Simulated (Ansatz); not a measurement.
**Ge2H3 (doublet): wave-function methods side by side at distance Ge1–H3 = 2.857 Å, cc-pVDZ**

One table from this session's results is given with a row withheld; the runs are named, their logs left out.

Program: Ansatz 0.2.0, Gaussian basis. Level of theory: cc-pVDZ, core rule «outside noble gas», up to 28 orbitals frozen. These are calculated values, not measurements.

The runs, in order: UHF; CCSD(T) on ROHF; CCSD(T) on UHF; BCCD(T) on ROHF; CISD; CCSDT(Q) on ROHF; CCSDT(Q) on UHF; CASSCF and MRCISD+Q, 3 electrons in 3 orbitals; CASSCF and NEVPT2, 3 electrons in 3 orbitals.

25 further runs of the same task are left out: 1 for a known fault of the program, 1 for a mislabelled method, 15 that didn't finish, 8 set aside as unsound or not needed.

## The geometry

The geometry derives from a PBE0/def2-TZVP stationary point (not a proven minimum). One bond is set to the value named and the two fragments are kept rigid. No spin-orbit coupling is included. The filled d shell of Ge may be among the frozen orbitals whatever the setting's name suggests; the logs give the count.

5 atoms, charge 0, spin multiplicity 2.

Atoms are counted from 1 here; the program's logs count them from 0.

Bond lengths: Ge1–Ge2 2.405 Å, Ge1–H4 1.548 Å, Ge2–H5 1.595 Å. Angles: Ge2–Ge1–H4 123.8°, Ge1–Ge2–H5 87.5°.

Set-up of the first run:

File in.yaml:

```yaml
crystal:
  periodic: [false, false, false]
  atoms:
    - {symbol: Ge, position_ang: [0.000000, 0.006254, 1.175660]}
    - {symbol: Ge, position_ang: [0.000000, -0.041269, -1.228941]}
    - {symbol: H, position_ang: [0.000000, 2.232078, 2.966793]}
    - {symbol: H, position_ang: [0.000000, -1.262172, 2.063036]}
    - {symbol: H, position_ang: [0.000000, 1.553593, -1.190040]}
basis:
  gaussian: {orbitals: cc-pVDZ}
magnetization: {spin_polarized: true, initial_magnetization: 1}
hamiltonian: {xc: hf}
output: {orbitals: {seedname: orbitals}}
```

The run is started by

```sh
$ ansatz run in.yaml --threads 1 --pin off --events-out ev --progress --plain --max-ram 2393MiB
```

Among the steps run: UHF; CCSD(T) on ROHF; CCSD(T) on UHF; BCCD(T) on ROHF; CISD; CCSDT(Q) on ROHF; CCSDT(Q) on UHF; CASSCF and MRCISD+Q, 3 electrons in 3 orbitals; CASSCF and NEVPT2, 3 electrons in 3 orbitals.

One table of the session follows, with a row left open; its other results are not shown here.

| method | from RCCSDT(Q) (meV) |
| --- | --- |
| ROHF | +6875.7 |
| UHF | +5453.7 |
| RMP2 | +1975.5 |
| UMP2 | +1505.7 |
| CISD | +1767.1 |
| RCCSD | +457.4 |
| UCCSD | +386.5 |
| RCCSD(T) | +95.9 |
| UCCSD(T) | +168.1 |
| BCCD(T) | +150.2 |
| RCCSDT | +33.6 |
| UCCSDT | +38.7 |
| RCCSDT(Q) | 0 |
| UCCSDT(Q) | ? |
| CASSCF pair | +5257.3 |
| NEVPT2 pair | +1244.2 |
| MRCISD pair | +666.9 |
| MRCISD+Q pair | +85.7 |

Estimate the missing values for UCCSDT(Q).

**Answer.** from RCCSDT(Q) (meV): +6.6. In the column «from RCCSDT(Q) (meV)» it lies between RCCSDT(Q) (0) and RCCSDT (+33.6).

Among the levels timed on like hardware and quicker than the yardstick, those that no quicker one beats, quickest first: CISD (10 s, +1767.1 meV); NEVPT2 pair (13 s, +1244.2 meV); MRCISD+Q pair (14 s, +85.7 meV).

Caveats from the session: The determinant is far from a pure spin state, so its energy mixes those of several spin states (harmless only where they are near-degenerate, as at dissociation). Warnings: spin contamination; coupled cluster took another determinant than the lowest; large T1 diagnostic. Restricted and unrestricted rows rest on different reference determinants; where their highest levels disagree by more than a few hundredths of an eV, they describe different states and don't form one ladder.
